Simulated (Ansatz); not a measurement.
# Hf2Zr5TaNb2Mo2: the cost of one run

All numbers below are computed with Ansatz 0.2.0 (DFT r2SCAN, scalar-relativistic, plane waves, PAW).

**1. The system as given**

The cell holds 12 atoms (Hf2Mo2Nb2TaZr5): a = 5.372 Å, b = 7.314 Å, c = 7.314 Å, α = 79.01°, β = 68.45°, γ = 68.45°.

The sites of an ideal hcp lattice, at a guessed lattice constant, take 1 Ta, 2 Nb, 5 Zr, 2 Hf, 2 Mo (sublattices apart by semicolons), with a shake of 0.02 Å. Warren-Cowley parameters of the first shell (negative: unlike neighbours preferred): Hf-Mo +0.25, Hf-Nb +0.25, Hf-Ta +0.00, Hf-Zr -0.40, Mo-Nb +0.00, Mo-Ta -0.50. In a cell this small the draw can fall short of the order aimed at.

As a file:

```
CELL_PARAMETERS angstrom
4.65264 2.68620 0.00000
0.00000 5.37241 4.96282
4.65264 -2.68620 4.96282
ATOMIC_POSITIONS crystal
Zr 0.04453 0.29199 0.96132
Zr 0.04528 0.95742 0.29119
Zr 0.96153 0.03679 0.70731
Zr 0.45377 0.54506 0.20701
Zr 0.45887 0.87521 0.87319
Nb 0.95681 0.37477 0.37297
Nb 0.46017 0.20390 0.54456
Mo 0.04129 0.62525 0.62479
Mo 0.54160 0.45532 0.78994
Hf 0.54119 0.12678 0.12409
Hf 0.95664 0.71230 0.04191
Ta 0.53889 0.79425 0.45634
```

**2. Relaxing on a coarse mesh**

A cheap relaxation: coarse mesh, no symmetry, loose thresholds.

input.yaml

```yaml
crystal:
  lattice:
    - [4.65264117, 2.68620362, 0.0]
    - [0.0, 5.37240724, 4.96281725]
    - [4.65264117, -2.68620362, 4.96281725]
  atoms:
    - { symbol: Zr, position: [0.0445251897, 0.2919888765, 0.9613211645] }
    - { symbol: Zr, position: [0.0452762338, 0.9574197933, 0.291194736] }
    - { symbol: Zr, position: [0.9615348543, 0.0367861145, 0.7073124338] }
    - { symbol: Zr, position: [0.4537670675, 0.5450574064, 0.207010677] }
    - { symbol: Zr, position: [0.4588747728, 0.8752148201, 0.8731926457] }
    - { symbol: Nb, position: [0.9568059063, 0.3747721841, 0.3729661034] }
    - { symbol: Nb, position: [0.4601724566, 0.2039028601, 0.5445569569] }
    - { symbol: Mo, position: [0.0412900976, 0.6252549651, 0.6247889078] }
    - { symbol: Mo, position: [0.5416029016, 0.4553151058, 0.7899410581] }
    - { symbol: Hf, position: [0.5411916273, 0.1267824574, 0.1240863803] }
    - { symbol: Hf, position: [0.9566447277, 0.7122989683, 0.0419101987] }
    - { symbol: Ta, position: [0.5388894642, 0.7942454606, 0.4563352726] }
  symmetry: { detect: false }
basis:
  ecutwfc: 500
kpoints:
  mp_grid: { grid: [3, 2, 2], shift: [0.0, 0.5, 0.5] }
hamiltonian:
  xc: r2scan
scf:
  occupations: { method: gaussian, width: 0.1 }
  lower_state_search: "off"
output:
  forces: true
  stress: true
  eigenvalues: true
relax:
  adjacent_minimum: "off"
  f_tol: 0.04
  max_steps: 50
  cell: { stress_tol: 0.3 }
```

Started as:

```bash
$ ansatz run input.yaml --threads 4 --pin off --max-ram 9216MiB --backend cpu --events-out ev --progress --plain --runs-dir out
```

**Question.** How long does this run take on 4 threads of AMD EPYC 7R43 (Zen 3), shared host, and how much memory does it need?

About 6.6 min, with a peak of 1.5 GiB.
